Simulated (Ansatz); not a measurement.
# Sb: the cost of one run

Computed with Ansatz 0.2.0 (DFT PBEsol, scalar-relativistic, unless a step's input says otherwise).

## 1. Starting point

Symmetry: P6_3/mmc, No. 194, hexagonal system. Conventional cell: a = 3.369 Å, b = 3.369 Å, c = 5.330 Å, α = 90.00°, β = 90.00°, γ = 120.00°. Sb (site symmetry -6m2) is surrounded by 12 Sb at 3.30 to 3.37 Å.

Structure file:

```cif
data_structure
_symmetry_space_group_name_H-M 'P 1'
_symmetry_Int_Tables_number 1
_cell_length_a 3.3690
_cell_length_b 3.3690
_cell_length_c 5.3300
_cell_angle_alpha 90.000
_cell_angle_beta 90.000
_cell_angle_gamma 120.000
_cell_volume 52.39
loop_
_atom_site_label
_atom_site_type_symbol
_atom_site_fract_x
_atom_site_fract_y
_atom_site_fract_z
_atom_site_occupancy
Sb1 Sb 0.33333 0.66667 0.25000 1
Sb2 Sb 0.66667 0.33333 0.75000 1
```

Atoms are numbered in the order of the input: Sb1, Sb2.

## 2. After the deformation

Space group P6_3/mmc before, P6_3/mmc after.

## 3. All-electron LAPW

input.yaml

```yaml
crystal:
  lattice:
    - [3.3690001795, 0.0, 0.0]
    - [-1.6845000898, 2.9176397408, 0.0]
    - [0.0, 0.0, 5.2234]
  atoms:
    - { symbol: Sb, position: [0.3333333333, 0.6666666667, 0.25] }
    - { symbol: Sb, position: [0.6666666667, 0.3333333333, 0.75] }
kpoints:
  mp_grid: { grid: [12, 12, 7] }
  band_path:
    path:
      - [0.0, 0.0, 0.0]
      - [0.5, 0.0, 0.0]
      - [0.3333333333, 0.3333333333, 0.0]
      - [0.0, 0.0, 0.0]
      - [0.0, 0.0, 0.5]
      - [0.5, 0.0, 0.5]
      - [0.3333333333, 0.3333333333, 0.5]
      - [0.0, 0.0, 0.5]
      - [0.5, 0.0, 0.5]
    npoints: 5
scf:
  occupations: { method: fermi_dirac, width: 0.05 }
hamiltonian:
  xc: pbesol
  pseudopotentials: { kind: all_electron, lapw: { basis_error: 0.0005 } }
output:
  forces: true
  stress: true
  eigenvalues: true
```

On the command line:

```sh
ansatz run input.yaml --threads 1 --pin off --max-ram 3072MiB --backend cpu --events-out ev --progress --plain --runs-dir out
```

Q: Estimate wall time and peak memory on 1 thread of Arm Neoverse V2, shared host.

About 19 s, with a peak of 0.37 GiB.
